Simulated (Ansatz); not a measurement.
Ta3AsAu2O13 in Ansatz: the effect of pseudo set

Crystal: Ta3AsAu2O13.

```
CELL_PARAMETERS angstrom
5.45204 0.00000 0.00000
-2.72602 4.72161 0.00000
0.00000 0.00000 9.57902
ATOMIC_POSITIONS crystal
Ta 0.00000 0.00000 0.19408
Ta 0.00000 0.00000 0.80592
Ta 0.66667 0.33333 0.00000
As 0.00000 0.00000 0.50000
Au 0.33333 0.66667 0.27428
Au 0.33333 0.66667 0.72572
O 0.00000 0.00000 0.00000
O 0.23947 0.97129 0.36402
O 0.02871 0.26818 0.36402
O 0.73182 0.76053 0.36402
O 0.23947 0.97129 0.63598
O 0.02871 0.26818 0.63598
O 0.73182 0.76053 0.63598
O 0.38452 0.33425 0.85844
O 0.66575 0.05026 0.85844
O 0.94974 0.61548 0.85844
O 0.38452 0.33425 0.14156
O 0.66575 0.05026 0.14156
O 0.94974 0.61548 0.14156
```

The cell was built by a generator and needn't be a form met in nature.

Alike in all runs:

```yaml
Program: Ansatz 0.2.0
Task: single point
Functional: PBE
k_mesh: 6 × 6 × 3
Occupations: fermi-dirac, width 0.05 eV
Spin: no spin polarisation
```

```tsv
pseudo set	cutoff	pressure (GPa)	largest force (eV/Å)
JTH PAW	1380 eV (not typed: the program's choice for these potentials)	0.2	0.34
Ansatz PAW accurate	900 eV	?	?
PseudoDojo standard	1143 eV	-0.8	0.19
SPMS NC	1034 eV (not typed: the program's choice for these potentials)	-0.6	0.18
```

Question: What does the run with pseudo set Ansatz PAW accurate give?

Answer: Pressure 0.0 GPa; largest force 0.21 eV/Å.

The runs don't all hold the same shells in valence.
